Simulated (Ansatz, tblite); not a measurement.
**C₁₈H₁₄S₂: one state, many levels**

The task here is to estimate one member of a computed series from the others.

Computed with Ansatz 0.2.0, Gaussian basis. Level: as each input shows.

Levels to be run: GFN1-xTB, GFN2-xTB, PBE-D4/def2-TZVP, r2SCAN-D4/def2-TZVP, ωB97X-V/def2-TZVP, revPBE-D4/def2-TZVP, B3LYP-D4/def2-TZVP, PBE-D4/def2-SVP, PBE0-D4/def2-SVP, HF/6-31G, B3LYP-D4/6-31G, MP2/def2-SVP, RPA/def2-SVP.

## The relaxed structure

The singlet was relaxed beforehand with PBE-D4/def2-SVP.

SMILES `Sc1ccc(-c2ccc(-c3ccc(S)cc3)cc2)cc1`, 34 atoms, charge 0, spin multiplicity 1.

Bond lengths: S1–C2 1.774 Å, S1–H21 1.362 Å, C2–C3 1.411 Å, C2–C20 1.410 Å, C3–C4 1.397 Å, C3–H22 1.101 Å, C4–C5 1.414 Å, C4–H23 1.100 Å, C5–C6 1.481 Å, C5–C19 1.413 Å, C6–C7 1.414 Å, C6–C18 1.414 Å, C7–C8 1.397 Å, C7–H24 1.100 Å, C8–C9 1.414 Å, C8–H25 1.100 Å, C9–C10 1.481 Å, C9–C17 1.414 Å and more. Angles: C2–S1–H21 96.4°, S1–C2–C3 117.9°, S1–C2–C20 123.4°, C3–C2–C20 118.7°, C2–C3–C4 120.4°, C2–C3–H22 119.9°, C4–C3–H22 119.8°, C3–C4–C5 121.6°, C3–C4–H23 118.9°, C5–C4–H23 119.5°, C4–C5–C6 121.4°, C4–C5–C19 117.3°, C6–C5–C19 121.3°, C5–C6–C7 121.3°, C5–C6–C18 121.3°, C7–C6–C18 117.3°, C6–C7–C8 121.3°, C6–C7–H24 119.5° and more.

PBE0-D4/def2-TZVP was run before; its log isn't repeated, and its numbers join the tables.

Set-up of the first run:

Tight binding, by tblite at 300 K electronic temperature and without a spin-polarisation term:

```python
tblite.interface.Calculator('GFN1-xTB', numbers, positions, charge=0, uhf=0).singlepoint()
```

Tight binding, by tblite at 300 K electronic temperature and without a spin-polarisation term:

```python
tblite.interface.Calculator('GFN2-xTB', numbers, positions, charge=0, uhf=0).singlepoint()
```

start.molden holds the orbitals of an earlier run on this state, given as this run's starting guess.

in.yaml reads:

```yaml
crystal:
  periodic: [false, false, false]
  atoms:
    - {symbol: S, position_ang: [7.530936, -0.343277, -0.130681]}
    - {symbol: C, position_ang: [5.763107, -0.214221, -0.064204]}
    - {symbol: C, position_ang: [5.003540, -1.313321, -0.519108]}
    - {symbol: C, position_ang: [3.607200, -1.265947, -0.494203]}
    - {symbol: C, position_ang: [2.912075, -0.131278, -0.016288]}
    - {symbol: C, position_ang: [1.432207, -0.086160, 0.006702]}
    - {symbol: C, position_ang: [0.661539, -0.736597, -0.984171]}
    - {symbol: C, position_ang: [-0.735073, -0.690693, -0.964933]}
    - {symbol: C, position_ang: [-1.434043, 0.007883, 0.046126]}
    - {symbol: C, position_ang: [-2.913747, 0.060062, 0.064394]}
    - {symbol: C, position_ang: [-3.663194, 0.075255, -1.133488]}
    - {symbol: C, position_ang: [-5.060584, 0.128240, -1.124183]}
    - {symbol: C, position_ang: [-5.764276, 0.165000, 0.097275]}
    - {symbol: S, position_ang: [-7.533474, 0.235234, 0.203407]}
    - {symbol: C, position_ang: [-5.030858, 0.149516, 1.302996]}
    - {symbol: C, position_ang: [-3.634584, 0.099286, 1.280103]}
    - {symbol: C, position_ang: [-0.663408, 0.656505, 1.038216]}
    - {symbol: C, position_ang: [0.733209, 0.610871, 1.018798]}
    - {symbol: C, position_ang: [3.687475, 0.959937, 0.436305]}
    - {symbol: C, position_ang: [5.085314, 0.926313, 0.413630]}
    - {symbol: H, position_ang: [7.793387, 0.886484, 0.391593]}
    - {symbol: H, position_ang: [5.513003, -2.217241, -0.885983]}
    - {symbol: H, position_ang: [3.039749, -2.146814, -0.829281]}
    - {symbol: H, position_ang: [1.169814, -1.274908, -1.798305]}
    - {symbol: H, position_ang: [-1.300436, -1.225434, -1.743000]}
    - {symbol: H, position_ang: [-3.138914, 0.073436, -2.100749]}
    - {symbol: H, position_ang: [-5.608989, 0.151721, -2.078246]}
    - {symbol: H, position_ang: [-7.767427, 0.220861, -1.137869]}
    - {symbol: H, position_ang: [-5.561130, 0.167059, 2.267196]}
    - {symbol: H, position_ang: [-3.088705, 0.060685, 2.234504]}
    - {symbol: H, position_ang: [-1.170968, 1.225055, 1.831985]}
    - {symbol: H, position_ang: [1.297808, 1.113025, 1.818826]}
    - {symbol: H, position_ang: [3.184599, 1.872475, 0.789809]}
    - {symbol: H, position_ang: [5.654838, 1.800998, 0.762849]}
basis:
  gaussian: {orbitals: def2-TZVP, fitting: {mean_field: def2-universal-jkfit}, initial_orbitals: start.molden}
hamiltonian: {xc: pbe, dispersion: d4}
scf: {omitted_lower_state_checks: [starts]}
output: {forces: true, orbitals: {seedname: orbitals}}
```

The run is started by

```sh
> ansatz run in.yaml --threads 2 --pin off --events-out ev --progress --plain --max-ram 32768MiB --backend cuda --devices 0, --max-vram 18GiB
```

Steps of the session up to this table: PBE-D4/def2-TZVP; r2SCAN-D4/def2-TZVP; ωB97X-V/def2-TZVP; revPBE-D4/def2-TZVP; B3LYP-D4/def2-TZVP; PBE-D4/def2-SVP; PBE0-D4/def2-SVP; HF/6-31G; B3LYP-D4/6-31G; MP2/def2-SVP; RPA/def2-SVP.

One table of the session follows, with a row left open; its other results are not shown here.

It belongs to the step «Binding energy». 

```
              level  binding an atom (eV)
           HF/6-31G                 3.494
        HF/def2-SVP                 3.802
    PBE-D4/def2-SVP                 5.378
   PBE-D4/def2-TZVP                 5.302
revPBE-D4/def2-TZVP                 5.171
r2SCAN-D4/def2-TZVP                 5.132
     B3LYP-D4/6-31G                 4.962
 B3LYP-D4/def2-TZVP                 5.089
   PBE0-D4/def2-SVP                     ?
  PBE0-D4/def2-TZVP                 5.186
  ωB97X-V/def2-TZVP                 5.081
       MP2/def2-SVP                 5.034
```

**Question.** Estimate the row for PBE0-D4/def2-SVP.

As computed: binding an atom (eV): 5.264. In the column «binding an atom (eV)» it lies between PBE0-D4/def2-TZVP (5.186) and PBE-D4/def2-TZVP (5.302).

To keep in mind: Free atoms were run apart at each level; binding is atoms less cluster, divided by the number of atoms, without zero-point or spin-orbit terms.
